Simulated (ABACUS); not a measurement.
## HPbNO4 in ABACUS: the effect of functional

Crystal: HPbNO4.

```xyz
7
Lattice="3.8833 0.0000 0.0000 -0.0433 5.5717 0.0000 -0.4225 -1.7469 5.8245" Properties=species:S:1:pos:R:3 pbc="T T T"
Pb    2.2836    2.6406    0.8795
O    -0.3243   -0.7788    5.1305
O     2.7567   -0.1657    0.7489
O    -0.3846    2.5876    5.0698
O     0.2784    2.6477    2.1930
N     3.1096    3.6888    5.5838
H     0.1652    2.7102    3.1722
```

The cell was built by a generator and needn't be a form met in nature.

The cell isn't the ideal one: volume scaled by 1.02.

Alike in all runs:

| Item | Value |
| --- | --- |
| Program | ABACUS 3.10.1 |
| Task | equation of state |
| Potentials or basis | SG15 ONCV 1.2 PBE |
| Cutoff | 1361 eV |
| Density cutoff | 5442 eV |
| Basis | DZP LCAO (the cutoffs set its grid) |
| k mesh | 5 × 4 × 4 |
| Occupations | fermi-dirac, width 0.05 eV |
| Spin | no spin polarisation |

```tsv
functional	gap on the mesh (eV)	pressure (GPa)	largest force (eV/Å)
LDA	3.11	-1.0	1.44
PBE	3.09	1.9	1.13
PBEsol	3.11	0.3	1.09
BLYP	3.08	3.9	1.77
PW91	3.09	1.8	1.18
r2SCAN	?	?	?
```

What does the run with functional r2SCAN give?

gap on the mesh 3.59 eV; pressure -0.5 GPa; largest force 0.66 eV/Å.

Caveats: the atomic orbitals were generated for these runs and aren't a published set; spin-orbit coupling is left out, which as a rule narrows the gap of such compounds by several tenths of an eV; an odd mesh through Γ misses points on the zone boundary, where band edges often lie; the basis of atomic orbitals isn't converged, which shifts pressures, moduli and gaps; the potentials were made for another functional, which shifts forces and pressure (some runs); forces of over 1 eV/Å show positions far from the minimum, so gaps and moduli don't describe the material at rest (some runs).
